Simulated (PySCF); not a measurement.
# AlCl₃: relaxation and vibrations of the singlet

The task is one start of a wider search on AlCl₃: the singlet, built as T-shaped. It is relaxed, tested by its Hessian and followed downhill if it is a saddle.

The runs use PySCF 2.14.0; PBE0, basis Al def2-TZVP, Cl def2-TZVP, no relativity, density fitting.

### Step 1. Where the work starts

4 atoms, charge 0, spin multiplicity 1.

Bond lengths: Al1–Cl2 2.250 Å, Al1–Cl3 2.250 Å, Al1–Cl4 2.250 Å. Angles: Cl2–Al1–Cl3 88.0°, Cl2–Al1–Cl4 88.0°, Cl3–Al1–Cl4 176.0°.

```xyz
4
charge 0 multiplicity 1
Al    0.0000    0.0000   -0.6382
Cl    0.0000    0.0000    1.6118
Cl    2.2486    0.0000   -0.5597
Cl   -2.2486    0.0000   -0.5597
```

### Step 2. Relaxing the singlet from the T-shaped start

The steps below are one call of a driver around PySCF. For each, scf.py gives the equivalent set-up of the SCF; relaxations use the driver's own optimiser. Before each start the driver seeks the lowest SCF state from one or more starting densities and follows internal instabilities, so scf.py alone need not reach the same state.

The program finds C2v symmetry in the start, which this walk keeps.

Input file scf.py:

```python
from pyscf import gto, scf, dft
mol = gto.M(atom='''
Al     0.000000     0.000000    -0.638193
Cl     0.000000     0.000000     1.611807
Cl     2.248600    -0.000000    -0.559693
Cl    -2.248600     0.000000    -0.559693''',
    basis={'Al': 'def2-TZVP', 'Cl': 'def2-TZVP'},
    charge=0, spin=0)
mf = dft.RKS(mol, xc='PBE0')
mf.grids.atom_grid = (50, 194)
aux = {'Al': 'def2-universal-JKFIT', 'Cl': 'def2-universal-JKFIT'}
mf = mf.density_fit(auxbasis=aux)
mf.kernel()
```

Further steps of the session: Frequencies.

Q: Predict the outcome of this session. Wanted: minimum; geometry; wavenumbers; dipole moment; highest occupied, lowest empty level; polar-tensor charge of Al1; zero-point energy; atomisation energy.

The runs gave:

| quantity | value |
| --- | --- |
| minimum | singlet, D3h |
| geometry | Al–Cl 2.070 Å (×3); Cl–Al–Cl 120.0° (×3) |
| wavenumbers (cm⁻¹) | 144 (e'), 203 (a2''), 387 (a1'), 626 (e') |
| dipole moment | 0.00 D |
| highest occupied, lowest empty level | -9.38, -1.27 eV |
| polar-tensor charge of Al1 | +1.58 e |
| zero-point energy | 12.7 kJ/mol |
| entropy at 298.15 K | 313.2 J/(mol K) |
| atomisation energy (no zero-point energy) | 1278 kJ/mol |

What this shows: The T-shaped start (C2v) ends in a minimum of D3h symmetry. The strongest infrared band lies at 626 cm⁻¹ (e'). The dipole vanishes although Al1 carries +1.6 e by the polar tensor: the bond dipoles cancel. Only this shape and spin were tried, so other structures or states may lie lower.
